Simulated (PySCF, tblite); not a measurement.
# C8H9O radical: geometry, infrared bands and EPR parameters

Aim: predict the infrared bands and EPR parameters of C8H9O radical (`CC(=O)[C@H]1[CH][C@@H]2C=C[C@@H]21`).

Programs: tblite 0.8.0 and PySCF 2.14.0, with density-fitted response routines of our own. Each step states its level of theory. These are calculated values for one molecule in the gas phase, unless marked as measured. Atoms count from 0, in the outputs and in this text.

### Step 1. The starting structure

18 atoms, charge 0, multiplicity 2; geometry from: force field or distance geometry start.

Bonds of the start (Å): C0–C1 1.48, C1–O2 1.24, C1–C3 1.50, C3–C4 1.51, C4–C5 1.47, C5–C6 1.45, C6–C7 1.31, C7–C8 1.46, C8–C3 1.49, C8–C5 1.47, C0–H9 1.11, C0–H10 1.13, C0–H11 1.12, C3–H12 1.09, C4–H13 1.11, C5–H14 1.11, C6–H15 1.10, C7–H16 1.09, C8–H17 1.11.

### Step 2. Geometry optimisation with GFN2-xTB

The job: settings as JSON, then the geometry in Å.

```
{"job": {"kind": "relax", "xc": "GFN2-xTB", "basis": "xTB"}, "charge": 0, "multiplicity": 2}
C     -2.747600     0.307500     0.548000
C     -1.580300    -0.543800     0.229700
O     -1.563800    -1.759500     0.476000
C     -0.330000     0.012900    -0.378900
C      0.233500     1.049700     0.557300
C      1.482700     0.274400     0.645700
C      2.497800     0.415400    -0.386100
C      2.008700    -0.510000    -1.168200
C      0.924800    -0.769300    -0.223100
H     -3.040300     0.187400     1.617000
H     -3.588900     0.038300    -0.154500
H     -2.517100     1.392800     0.363600
H     -0.470200     0.326400    -1.415700
H      0.367900     2.030800     0.048900
H      1.819200    -0.021300     1.662600
H      3.381300     1.058600    -0.485400
H      2.272200    -0.933000    -2.133300
H      0.841300    -1.800300     0.184500
```

Run with:

```console
OMP_NUM_THREADS=1 python probes_run.py task.json out
```

One launch serves the whole session: the jobs run in the order shown.

Log:

```text
step      E/eV     max force
  0    -696.11400    4.490
  1    -696.53595    3.872
  2    -696.75232    1.510
  3    -696.85838    1.148
  4    -696.95519    0.799
  5    -697.00601    0.673
  6    -697.03179    0.375
  7    -697.05957    0.360
  8    -697.07347    0.264
  9    -697.08569    0.255
 10    -697.09409    0.191
 11    -697.09930    0.165
 12    -697.10235    0.149
 13    -697.10510    0.130
 14    -697.10794    0.128
 15    -697.11057    0.131
 16    -697.11277    0.133
 17    -697.11478    0.132
 18    -697.11713    0.146
 19    -697.12019    0.144
 20    -697.12393    0.144
 21    -697.12756    0.127
 22    -697.13032    0.096
 23    -697.13245    0.101
 24    -697.13432    0.097
 25    -697.13607    0.106
 26    -697.13774    0.087
 27    -697.13900    0.180
 28    -697.14016    0.082
 29    -697.14112    0.058
 30    -697.14224    0.066
 31    -697.14292    0.056
 32    -697.14392    0.064
 33    -697.14471    0.065
 34    -697.14545    0.068
 35    -697.14611    0.121
 36    -697.14681    0.074
 37    -697.14765    0.060
 38    -697.14832    0.051
 39    -697.14894    0.061
 40    -697.14979    0.073
 41    -697.15060    0.075
 42    -697.15150    0.075
 43    -697.15251    0.085
 44    -697.15385    0.089
 45    -697.15559    0.109
 46    -697.15779    0.124
 47    -697.16051    0.120
 48    -697.16395    0.175
 49    -697.15989    0.590
 50    -697.17079    0.183
 51    -697.17399    0.147
 52    -697.18116    0.286
 53    -697.18322    0.137
 54    -697.18650    0.136
 55    -697.18962    0.106
 56    -697.19072    0.098
 57    -697.19201    0.070
 58    -697.19305    0.059
 59    -697.19365    0.051
 60    -697.19428    0.070
 61    -697.19530    0.079
 62    -697.19650    0.091
 63    -697.19749    0.094
 64    -697.19821    0.059
 65    -697.19884    0.051
 66    -697.19945    0.080
 67    -697.20001    0.068
 68    -697.20043    0.076
 69    -697.20072    0.048
 70    -697.20103    0.038
 71    -697.20141    0.050
 72    -697.20188    0.054
 73    -697.20238    0.056
 74    -697.20288    0.072
 75    -697.20342    0.076
 76    -697.20399    0.066
 77    -697.20454    0.052
 78    -697.20496    0.053
 79    -697.20522    0.043
 80    -697.20540    0.047
 81    -697.20559    0.041
 82    -697.20579    0.034
 83    -697.20597    0.026
 84    -697.20609    0.023
 85    -697.20617    0.024
 86    -697.20625    0.020
 87    -697.20632    0.018
 88    -697.20638    0.022
 89    -697.20645    0.025
 90    -697.20655    0.032
 91    -697.20667    0.037
 92    -697.20680    0.038
 93    -697.20691    0.030
 94    -697.20700    0.027
 95    -697.20706    0.018
 96    -697.20711    0.015
 97    -697.20715    0.014
 98    -697.20720    0.022
 99    -697.20728    0.030
100    -697.20741    0.033
101    -697.20756    0.032
102    -697.20770    0.032
103    -697.20784    0.033
104    -697.20797    0.027
105    -697.20813    0.029
106    -697.20827    0.026
107    -697.20836    0.016
108    -697.20840    0.014
109    -697.20843    0.013
110    -697.20846    0.016
111    -697.20850    0.016
112    -697.20854    0.015
113    -697.20856    0.013
114    -697.20858    0.013
115    -697.20860    0.012
116    -697.20863    0.015
117    -697.20867    0.015
118    -697.20870    0.016
119    -697.20873    0.017
120    -697.20876    0.015
121    -697.20881    0.016
122    -697.20888    0.022
123    -697.20895    0.022
124    -697.20901    0.015
125    -697.20905    0.014
126    -697.20910    0.017
127    -697.20916    0.019
128    -697.20926    0.032
129    -697.20939    0.044
130    -697.20950    0.047
131    -697.20971    0.033
132    -697.20993    0.027
133    -697.21004    0.019
134    -697.21009    0.017
135    -697.21012    0.015
136    -697.21014    0.009
```

Run time: 0.76 s. Hardware: 1 thread of Arm Neoverse V2, shared host.

The steps of the relaxation: (not every step is listed)

```
step  energy from step 0 (eV)  largest force (eV/Å)
   0                   0.0000                4.4901
   1                  -0.4219                3.8719
   2                  -0.6383                1.5104
   3                  -0.7444                1.1476
   4                  -0.8412                0.7992
   5                  -0.8920                0.6727
   6                  -0.9178                0.3748
   7                  -0.9456                0.3597
   8                  -0.9595                0.2644
  20                  -1.0099                0.1440
  32                  -1.0299                0.0638
  44                  -1.0399                0.0890
  56                  -1.0767                0.0979
  68                  -1.0864                0.0756
  80                  -1.0914                0.0472
  92                  -1.0928                0.0381
 104                  -1.0940                0.0268
 116                  -1.0946                0.0154
 128                  -1.0953                0.0323
 131                  -1.0957                0.0330
 132                  -1.0959                0.0274
 133                  -1.0960                0.0193
 134                  -1.0961                0.0173
 135                  -1.0961                0.0146
 136                  -1.0961                0.0087
```

Distances of close pairs at the start and the end, largest changes first:

```
  bond  before (Å)  after (Å)  change (Å)
 C5–C8       1.468      1.559      +0.091
 C5–C6       1.454      1.522      +0.068
 C3–C8       1.487      1.548      +0.061
C4–H13       1.113      1.071      -0.042
C0–H10       1.129      1.090      -0.039
C0–H11       1.125      1.087      -0.038
 C7–C8       1.461      1.499      +0.038
 C1–O2       1.241      1.206      -0.035
```

The end geometry stands in the next job.

### Step 3. Infrared spectrum with GFN2-xTB

The job: settings as JSON, then the geometry in Å.

```
{"job": {"kind": "ir", "xc": "GFN2-xTB", "basis": "xTB"}, "charge": 0, "multiplicity": 2}
C     -2.733979     0.343070     0.343144
C     -1.475968    -0.471763     0.503988
O     -1.363958    -1.381406     1.287453
C     -0.330845     0.004930    -0.379399
C      0.362255     1.004710     0.467771
C      1.576551     0.178260     0.649146
C      2.558398     0.385193    -0.495313
C      1.991960    -0.529158    -1.278221
C      0.929165    -0.888919    -0.284380
H     -3.400934     0.170823     1.184178
H     -3.235515     0.029865    -0.572152
H     -2.500503     1.400880     0.257757
H     -0.688210     0.290004    -1.371940
H      0.033586     1.919528     0.917153
H      1.979490    -0.001718     1.642323
H      3.360189     1.092037    -0.604991
H      2.161806    -0.868927    -2.283248
H      0.767751    -1.920372     0.005073
```

Log:

```text
mode    cm-1     km/mol
  1      80.4      0.14
  2      87.3      2.89
  3     116.2      0.72
  4     149.6      9.10
  5     235.6     10.08
  6     266.1      2.64
  7     341.9      3.65
  8     374.5      8.32
  9     446.6      5.55
 10     542.4      6.96
 11     565.6     24.42
 12     762.0      2.11
 13     800.6     19.21
 14     809.4     11.07
 15     849.6     15.87
 16     889.4      1.42
 17     917.1      0.90
 18     934.8      3.08
 19     967.4     34.23
 20     988.5      8.40
 21     995.8     10.28
 22    1003.6      2.46
 23    1021.1      0.60
 24    1074.8      0.74
 25    1086.6      0.69
 26    1102.1     36.35
 27    1124.8     22.69
 28    1129.2     90.38
 29    1148.0     72.51
 30    1156.3      1.05
 31    1186.3     10.40
 32    1223.4     34.65
 33    1237.7      1.17
 34    1256.2     10.55
 35    1367.1     28.52
 36    1452.1     10.32
 37    1458.6     11.01
 38    1637.9     11.65
 39    1751.3    425.63
 40    2913.1     39.08
 41    2980.7     39.55
 42    3010.2      8.85
 43    3040.9     19.22
 44    3042.0      8.75
 45    3051.4     15.60
 46    3111.6     27.96
 47    3130.9     68.88
 48    3149.9     33.47
```

Wall time 0.52 s (1 thread of Arm Neoverse V2, shared host).

The strongest bands and the atoms that carry them (share of the mass-weighted mode):

```
cm⁻¹  km/mol                                 atoms
1102    36.4  H14 26 %, C5 19 %, H17 15 %, C8 11 %
1129    90.4  C3 17 %, H12 17 %, C1 15 %, H17 14 %
1148    72.5           H17 25 %, H14 13 %, C1 10 %
1223    34.6            C3 20 %, H12 20 %, C5 10 %
1751   425.6                      C1 62 %, O2 36 %
2913    39.1                              H12 93 %
2981    39.5                              H14 92 %
3131    68.9                    H16 58 %, H15 32 %
```

### Step 4. g tensor and hyperfine couplings: B3LYP/pcH-1

The job, as its differences from that of step 3:

```diff
@@ -1,2 +1,2 @@
-{"job": {"kind": "ir", "xc": "GFN2-xTB", "basis": "xTB"}, "charge": 0, "multiplicity": 2}
+{"job": {"kind": "epr", "basis": "pcH-1"}, "charge": 0, "multiplicity": 2}
 C     -2.733979     0.343070     0.343144
```

Method: UKS B3LYP, pcH-1 on C H O, non-relativistic, mean-field spin-orbit, GIAO.

Log:

```text
UKS, coarse grid
  cycle   1  E = -385.19373458  |g| = 6.34e-01
  cycle   2  E = -384.49389033  |g| = 1.44e+00
  cycle   3  E = -385.33325635  |g| = 2.24e-01
  cycle   4  E = -385.35661124  |g| = 7.71e-02
  cycle   5  E = -385.35934621  |g| = 2.46e-02
  cycle   6  E = -385.35960861  |g| = 1.06e-02
  cycle   7  E = -385.35967152  |g| = 4.73e-03
  cycle   8  E = -385.35968372  |g| = 2.21e-03
  cycle   9  E = -385.35968727  |g| = 5.21e-04
UKS, final grid
  cycle   1  E = -385.35964344  |g| = 8.15e-04
  cycle   2  E = -385.35964277  |g| = 1.59e-03
  cycle   3  E = -385.35964371  |g| = 1.90e-04
  cycle   4  E = -385.35964373  |g| = 4.39e-05
  cycle   5  E = -385.35964373  |g| = 3.60e-05
  cycle   6  E = -385.35964373  |g| = 1.52e-05
E = -385.35964373 Eh   <S^2> = 0.7556 (exact 0.7500)
g shifts (ppm)      1          2          3
  rmc          -159       -159       -159
  gc              5         31         29
  oz_so         167        763       1305
  total          12        635       1175
hyperfine (MHz)  atom isotope    a_iso     a_fc   dipolar eigenvalues
    0   13C      -0.89      -0.89     -0.86     -0.19      1.05
    1   13C      54.56      54.56     -7.18     -3.88     11.06
    2   17O      -3.77      -3.77    -21.50      8.60     12.90
    3   13C     -25.92     -25.92     -2.67      0.86      1.81
    4   13C      91.37      91.37    -76.82    -75.82    152.64
    5   13C     -31.23     -31.23     -2.91      0.44      2.47
    6   13C      80.01      80.01     -6.51     -4.93     11.44
    7   13C      -1.33      -1.33     -2.98     -1.52      4.50
    8   13C      12.54      12.54     -2.54     -0.32      2.87
    9    1H       1.98       1.98     -1.48     -0.95      2.43
   10    1H      -1.17      -1.17     -1.54     -1.12      2.65
   11    1H       0.34       0.34     -2.68     -2.20      4.88
   12    1H      88.31      88.31     -4.13     -3.32      7.45
   13    1H     -61.27     -61.27    -36.69      0.23     36.46
   14    1H      55.40      55.40     -3.93     -3.26      7.19
   15    1H       1.47       1.47     -3.34     -2.19      5.54
   16    1H      -1.04      -1.04     -2.38     -1.10      3.48
   17    1H       3.18       3.18     -2.44     -1.62      4.06
```

Wall time 1.8 min (1 thread of Arm Neoverse V2, shared host); peak memory 1.1 GiB.

Principal g values 2.00233, 2.00295, 2.00349; g(iso) = 2.00293, against 2.00232 for a free electron.

Hyperfine couplings; where a row names several nuclei, a(iso) is their mean (it holds for fast rotation or exchange) and the dipolar term the largest among them:

```
nuclei  isotope  a(iso) (MHz)  a(iso) (G, at g = 2.0023)  largest dipolar term (MHz)
    C4      13C          91.4                       32.6                       152.6
   H12       1H          88.3                       31.5                         7.5
    C6      13C          80.0                       28.5                        11.4
   H13       1H         -61.3                      -21.9                       -36.7
   H14       1H          55.4                       19.8                         7.2
    C1      13C          54.6                       19.5                        11.1
    C5      13C         -31.2                      -11.1                        -2.9
    C3      13C         -25.9                       -9.2                        -2.7
    C8      13C          12.5                        4.5                         2.9
    O2      17O          -3.8                       -1.3                       -21.5
   H17       1H           3.2                        1.1                         4.1
   H15       1H           1.5                        0.5                         5.5
    C7      13C          -1.3                       -0.5                         4.5
   H16       1H          -1.0                       -0.4                         3.5
```

Mulliken spin populations:

C0 0.00; C1 0.02; O2 0.05; C3 -0.08; C4 0.96; C5 -0.08; C6 0.04; C7 0.03; C8 0.02; H9 0.00; H10 0.00; H11 0.00; H12 0.04; H13 -0.04; H14 0.02; H15 0.00; H16 0.00; H17 0.00

In first order the couplings over 0.8 MHz of 1H give 64 distinct lines over 75.2 G, if the averaged nuclei exchange fast.

Orbitals, density, ELF and potential are computed afterwards from the orbital file.

ELF in a plane through or near 7 of the atoms.

Ten even steps from '0' (0.00) to '9' (1.00):
```
0000000000000000000000000000
0000000000000000000000000000
0000000000000000000000000000
0000000000000476200000000000
0000000000003999700000000000
0000144100016999800100000000
0000799720036999502651000000
0001999963266366107983000000
0000899835436675018985210000
0000377426303885116545320000
0000013688402414314346310000
0000002563624647414899610000
0000004763632476202999920000
0000018999510133000799820000
0000039999300000000267200000
0000016996100000000000000000
0000001341000000000000000000
0000000000000000000000000000
0000000000000000000000000000
0000000000000000000000000000
```
The map spans 12.3 Å across and 9.2 Å up, centred on the molecule. Atoms in the plane (x, y in Å): C3 (0.2, -0.3), C6 (-2.6, 0.4), C7 (-2.2, -0.9), H10 (3.1, -0.9), H13 (0.2, 2.0), H15 (-3.4, 1.0), H16 (-2.6, -1.8).

log10 of the density (e/Å³) in the same plane.

Ten even steps from '0' (-4.0) to '9' (0.6):
```
0000000000000000000000000000
0000000000000000000000000000
0000000000012222100000000000
0000000001133444310000000000
0000122222345666532111000000
0001344444457897643433210000
0012456665678898645554431000
0013578877678987656776542100
0013579998778987668987653100
0013568998777898778998653200
0012467899877898778998753200
0002456899877899777898653100
0001356899877777656787642100
0001356898765666545666532000
0000346787654444434444321000
0000234565433222211222100000
0000023343321110000000000000
0000001222100000000000000000
0000000000000000000000000000
0000000000000000000000000000
```
The map spans 12.3 Å across and 9.2 Å up, centred on the molecule. Atoms in the plane (x, y in Å): C3 (0.2, -0.3), C6 (-2.6, 0.4), C7 (-2.2, -0.9), H10 (3.1, -0.9), H13 (0.2, 2.0), H15 (-3.4, 1.0), H16 (-2.6, -1.8).

On the surface of density 0.002 e/bohr³ the electrostatic potential runs, from the 1st to the 99th percentile, from -1.71 V near O2 to 1.02 V near H11.

The spin density lies nearest to C4 60 %; H13 8 %.

### Step 5. What came out

| quantity | value |
| --- | --- |
| strongest single infrared mode (GFN2-xTB) | 1751 cm⁻¹, 426 km/mol |
| zero-point energy (GFN2-xTB) | 88.6 kcal/mol |
| g(iso) (B3LYP) | 2.00293 |
| ⟨S²⟩ | 0.756 (exact 0.75) |
| largest a(iso) (averaged by class) | 13C on C4, 91.4 MHz |
| surface potential, 1st and 99th percentile | -1.71 V and 1.02 V |

In words: Relaxing lowered the energy by 1.096 eV in 136 steps; the close pair that moved most is C5–C8, from 1.468 to 1.559 Å. All 48 modes are real, so the xTB geometry is a minimum. The strongest single mode, at 1751 cm⁻¹, moves mainly C1 and O2. Unscaled tight-binding wavenumbers are off by several per cent, some by more. Its intensities can rank the bands wrongly. C4 carries the largest spin population, 0.96 e. The isotropic g lies 0.6 ppt above the free-electron value.
